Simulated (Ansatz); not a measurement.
# CdH₃NO: a ladder of functionals and wavefunction methods

An exercise on one series of results from a longer session: the logs are not shown, and one member is left open.

Computed with Ansatz 0.2.0, Gaussian basis. Level: functionals in def2-TZVPP, the program's frozen cores in correlated methods.

The runs, in order: PBE-D4, r2SCAN-D4, PBE0-D4, B3LYP-D4, ωB97X-V, ωB97M-V, B2PLYP; CCSD(T)/def2-TZVPP; CCSD(T)/def2-QZVPP; extrapolation to the limit.

**The geometry**

The geometry comes from an earlier relaxation with PBE0-D4 in a triple-zeta def2 set; it is a stationary point. Cd takes the def2 core potential; no spin-orbit term is included.

6 atoms, charge 0, spin multiplicity 1.

Atoms are counted from 1 here; the program's logs count them from 0.

Bond lengths: N1–Cd2 2.001 Å, N1–H4 1.014 Å, N1–H5 1.014 Å, Cd2–O3 1.964 Å, O3–H6 0.960 Å. Angles: Cd2–N1–H4 111.8°, Cd2–N1–H5 111.8°, H4–N1–H5 106.3°, N1–Cd2–O3 178.7°, Cd2–O3–H6 112.9°.

The first run:

Input file in.yaml:

```yaml
crystal:
  periodic: [false, false, false]
  atoms:
    - {symbol: N, position_ang: [-0.556015, 1.376257, -0.565815]}
    - {symbol: Cd, position_ang: [0.144081, -0.359665, 0.142379]}
    - {symbol: O, position_ang: [0.834353, -2.045181, 0.876735]}
    - {symbol: H, position_ang: [0.031640, 1.745954, -1.304515]}
    - {symbol: H, position_ang: [-1.482803, 1.274306, -0.963739]}
    - {symbol: H, position_ang: [1.028744, -1.991671, 1.814945]}
basis:
  gaussian: {orbitals: def2-TZVPP}
hamiltonian: {xc: pbe, dispersion: d4}
output: {forces: true, orbitals: {seedname: orbitals}}
```

Run with:

```
$ ansatz run in.yaml --threads 2 --pin off --events-out ev --progress --plain --max-ram 20480MiB --backend cpu
```

Among the steps run: PBE-D4 (GGA); r2SCAN-D4 (meta-GGA); PBE0-D4 (hybrid); B3LYP-D4 (hybrid); ωB97X-V (range-separated); ωB97M-V (range-separated); B2PLYP (double hybrid); CCSD(T) in def2-TZVPP; CCSD(T) in def2-QZVPP.

One of the session's tables, all rows but one given; the rest of the session is left out.

It belongs to the step «Atomisation energies». 

| method | atomisation energy (eV) |
| --- | --- |
| PBE-D4 | 17.450 |
| r2SCAN-D4 | 16.971 |
| PBE0-D4 | 16.759 |
| B3LYP-D4 | 16.845 |
| ωB97X-V | 17.159 |
| ωB97M-V | 17.122 |
| B2PLYP | 16.690 |
| HF/def2-TZVPP | 10.021 |
| MP2/def2-TZVPP | 16.723 |
| CCSD/def2-TZVPP | 15.938 |
| CCSD(T)/def2-TZVPP | 16.323 |
| MP2/CBS | ? |
| CCSD(T)/CBS | 17.091 |

**Question.** Estimate the row for MP2/CBS.

As computed: atomisation energy (eV): 17.491. In the column «atomisation energy (eV)» it is the highest.

Limits of these values: Free atoms (1 N, 1 Cd, 1 O, 3 H) were run apart at each level; the atomisation energy is their sum less the molecule, without zero-point or spin-orbit terms.
